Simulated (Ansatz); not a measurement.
## AlSn under changes of volume

One of the cells (25.236 Å³/atom); the others are scaled copies at fixed shape and fractional positions:

```
CELL_PARAMETERS angstrom
4.19811 0.00000 0.00000
-2.09905 3.63567 0.00000
0.00000 0.00000 3.30685
ATOMIC_POSITIONS crystal
Sn 0.33333 0.66667 0.50000
Al 0.00000 0.00000 0.00000
```

The cell comes from a database or a generator and needn't be the stable form of this composition.

| Quantity | Value |
| --- | --- |
| Program | Ansatz 0.2.0 |
| Functional | r2SCAN |
| Potentials or basis | Ansatz PAW |
| Cutoff | 500 eV (not typed: the program's choice for these potentials) |
| k mesh | 7 × 7 × 8 |
| Occupations | fermi-dirac, width 0.05 eV |
| Spin | no spin polarisation |

```tsv
volume (Å³/atom)	energy over the lowest point (meV/atom)	pressure (GPa)
23.722	?	?
24.227	2.04	1.2
24.731	0.00	0.0
25.236	1.60	-1.1
25.741	6.45	-2.1
26.245	14.23	-2.9
26.750	24.60	-3.7
```

**Question.** What does the run at 23.722 Å³/atom give?

**Answer.** Energy over the lowest point 8.12 meV/atom; pressure 2.5 GPa.

Worked out: A Birch-Murnaghan fit of order 3 (a polynomial in V^(-2/3)) to the other rows has its minimum at 24.75 Å³/atom with B0 = V·E''(V) = 56 GPa and B' = 4.5 at fixed shape and positions, which overstates the stiffness. It gives 8.17 meV/atom at 23.722 Å³/atom, against the run's 8.12, and -dE/dV = 2.6 GPa, against 2.5.

Energies are extrapolated to zero smearing.

Caveats: the PAW data sets come from PBE, with cores solved anew for the run's functional, which leaves a small shift of forces and pressure.
